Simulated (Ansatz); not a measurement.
**CH7AlGeSi: a ladder of functionals and wavefunction methods**

The task here is to estimate one member of a computed series from the others.

The runs use Ansatz 0.2.0, Gaussian basis; functionals in def2-TZVPP, the program's frozen cores in correlated methods.

Levels to be run: PBE-D4, r2SCAN-D4, PBE0-D4, B3LYP-D4, ωB97X-V, ωB97M-V, B2PLYP; CCSD(T)/def2-TZVPP; MP2/def2-QZVPP; extrapolation to the limit.

### The relaxed structure

All runs share one geometry, relaxed beforehand with PBE0-D4 in a triple-zeta def2 set.

11 atoms, charge 0, spin multiplicity 1.

Atoms are counted from 1 here; the program's logs count them from 0.

Bond lengths: Ge1–C2 1.912 Å, Ge1–Al3 2.648 Å, Ge1–H5 1.538 Å, Ge1–H6 1.533 Å, Ge1–H7 1.650 Å, C2–Al3 2.022 Å, C2–Si4 1.886 Å, C2–H8 1.086 Å, Al3–Si4 2.327 Å, Al3–H7 1.940 Å, Al3–H9 1.577 Å, Si4–H10 1.492 Å, Si4–H11 1.488 Å. Angles: C2–Ge1–Al3 49.5°, C2–Ge1–H5 122.2°, C2–Ge1–H6 116.3°, C2–Ge1–H7 95.6°, Al3–Ge1–H5 128.1°, Al3–Ge1–H6 114.8°, Al3–Ge1–H7 46.9°, H5–Ge1–H6 112.2°, H5–Ge1–H7 100.1°, H6–Ge1–H7 105.5°, Ge1–C2–Al3 84.6°, Ge1–C2–Si4 112.0°, Ge1–C2–H8 115.4°, Al3–C2–Si4 73.0°, Al3–C2–H8 137.6°, Si4–C2–H8 124.3°, Ge1–Al3–C2 46.0°, Ge1–Al3–Si4 78.2° and more.

The first run:

Input file in.yaml:

```yaml
crystal:
  periodic: [false, false, false]
  atoms:
    - {symbol: Ge, position_ang: [-0.590077, 1.395835, 0.021247]}
    - {symbol: C, position_ang: [-0.760538, -0.508053, -0.016282]}
    - {symbol: Al, position_ang: [0.872544, -0.486094, 1.175239]}
    - {symbol: Si, position_ang: [0.638670, -1.323182, -0.983689]}
    - {symbol: H, position_ang: [-0.261197, 2.214799, -1.238859]}
    - {symbol: H, position_ang: [-1.536670, 2.143801, 0.966764]}
    - {symbol: H, position_ang: [0.881235, 1.410941, 0.768855]}
    - {symbol: H, position_ang: [-1.778183, -0.886444, 0.023485]}
    - {symbol: H, position_ang: [1.180062, -0.456015, 2.721998]}
    - {symbol: H, position_ang: [1.006015, -0.773400, -2.320643]}
    - {symbol: H, position_ang: [0.413541, -2.789189, -1.097414]}
basis:
  gaussian: {orbitals: def2-TZVPP}
hamiltonian: {xc: pbe, dispersion: d4}
output: {forces: true, orbitals: {seedname: orbitals}}
```

Launch:

```
$ ansatz run in.yaml --threads 4 --pin off --events-out ev --progress --plain --max-ram 10444MiB
```

Steps of the session up to this table: PBE-D4 (GGA); r2SCAN-D4 (meta-GGA); PBE0-D4 (hybrid); B3LYP-D4 (hybrid); ωB97X-V (range-separated); ωB97M-V (range-separated); B2PLYP (double hybrid); CCSD(T) in def2-TZVPP; MP2 in def2-QZVPP.

One table of the session follows, with a row left open; its other results are not shown here.

| method | atomisation energy (kJ/mol) |
| --- | --- |
| PBE-D4 | 3184.7 |
| r2SCAN-D4 | 3210.5 |
| PBE0-D4 | 3171.1 |
| B3LYP-D4 | 3157.7 |
| ωB97X-V | 3213.4 |
| ωB97M-V | 3180.6 |
| B2PLYP | 3125.1 |
| HF/def2-TZVPP | 2322.7 |
| MP2/def2-TZVPP | 3120.6 |
| CCSD/def2-TZVPP | ? |
| CCSD(T)/def2-TZVPP | 3127.1 |
| MP2/CBS | 3195.4 |
| CCSD(T)/CBS | 3201.9 |

Q: Estimate the row for CCSD/def2-TZVPP from the others.

As computed: atomisation energy (kJ/mol): 3080.7. In the column «atomisation energy (kJ/mol)» it lies between HF/def2-TZVPP (2322.7) and MP2/def2-TZVPP (3120.6).
